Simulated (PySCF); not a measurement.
# ErH3S3 (Er(SH)3): the cost of one run

Method: several levels, as the steps say, no spin–orbit coupling; program: PySCF 2.14.0.

2 further runs of the same task are left out: 1 for a known fault of the program, 1 that didn't finish.

## Step 1: Starting geometry

7 atoms, charge 0, spin multiplicity 1.

Bond lengths: Er1–S2 2.553 Å, Er1–S4 2.553 Å, Er1–S6 2.553 Å, S2–H3 1.355 Å, S4–H5 1.355 Å, S6–H7 1.355 Å. Angles: S2–Er1–S4 120.0°, S2–Er1–S6 120.0°, S4–Er1–S6 120.0°, Er1–S2–H3 94.1°, Er1–S4–H5 94.1°, Er1–S6–H7 94.1°.

Geometry (Å):

```xyz
7
charge 0, multiplicity 1
Er    0.00000    0.00000    0.85756
S     2.51691   -0.42363    0.90057
H     2.83520    0.89284    0.94332
S    -0.89158    2.39153    0.90057
H    -2.19082    2.00894    0.94332
S    -1.62533   -1.96789    0.90057
H    -0.64438   -2.90177    0.94332
```

Formal oxidation states: Er +3. Each metal's 11 4f electrons lie in its core potential, so multiplicities, spins and levels count the valence alone. An earlier session relaxed this geometry at PBE0, Er lcecp-1-SVP with ECP57, S def2-SVP, H def2-SVP (singlet, point group C3).

At PBE0 on the finer grid: E = -1233.979851 Eh, HOMO -7.50 eV, LUMO -2.44 eV, Mulliken charge on Er1 +0.82 e, largest force component 0.005 eV/Å. 

Levels to run: M06-L; BLYP; revPBE; r2SCAN; PBE0, TZVP. Hardware: 2 threads of Arm Neoverse V1, shared host.

## Step 2: M06-L

run.py (the lines that set the calculation) reads:

```python
mol = gto.M(atom='''
Er     0.00000     0.00000     0.85756
S      2.51691    -0.42363     0.90057
H      2.83520     0.89284     0.94332
S     -0.89158     2.39153     0.90057
H     -2.19082     2.00894     0.94332
S     -1.62533    -1.96789     0.90057
H     -0.64438    -2.90177     0.94332''',
    basis={'Er': 'lcecp-1-SVP', 'S': 'def2-SVP', 'H': 'def2-SVP'},
    ecp={'Er': 'lcecp-1-SVP'},
    charge=0, spin=0)
mf = dft.RKS(mol, xc='M06L')
mf.grids.atom_grid = (75, 302)  # f atoms: unpruned, at least (60, 302)
mf = mf.density_fit()  # fitting sets: Er AutoAux, S def2-universal-JKFIT, H def2-universal-JKFIT
mf.conv_tol = 1e-08; mf.max_cycle = 55
mf.kernel(dm0)  # dm0: the density of the relaxed state
```

Launch:

```sh
OMP_NUM_THREADS=2 python run.py
```

**Question.** How long does this run take on 2 threads of Arm Neoverse V1, shared host?

About 7.6 s.
